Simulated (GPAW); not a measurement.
ErTe, 2 atoms in the cell. The structure is cubic, space group Pm-3m (No. 221). Conventional cell: a = 3.667 Å, b = 3.667 Å, c = 3.667 Å, α = 90.00°, β = 90.00°, γ = 90.00°. Er (site symmetry m-3m) is surrounded by 8 Te at 3.18 Å. Te (site symmetry m-3m) has 8 Er at 3.18 Å as nearest neighbours. The cell comes from a database or a generator and needn't be the stable form of this composition.

- Program: GPAW 26.7.0
- Task: single point
- Functional: r2SCAN
- Potentials or basis: GPAW PAW data sets (gpaw-data 1.2.1)
- Cutoff: 800 eV
- Basis: pw
- k mesh: 5 × 5 × 5
- Occupations: gaussian, width 0.05 eV
- Spin: collinear spin, zero start
- Starting moments: [0.0, 0.0] μB
- Fixed moment: 0 μB
- Hubbard terms: Er f U = 2 eV
- Maxiter: 150

Potentials or basis: GPAW PAW data sets (gpaw-data 1.2.1), pw.

Run with:

```console
$ OMP_NUM_THREADS=1 python run.py
```

Hardware: 1 thread of Arm Neoverse V1, with other jobs on the host.

Q: Estimate the wall time of this run.

A: Wall time 110 s on 1 thread of Arm Neoverse V1, on a shared host, peak memory 1 GiB. Counts: scf iterations 15, plane waves 2550, bands 28, k points 10.
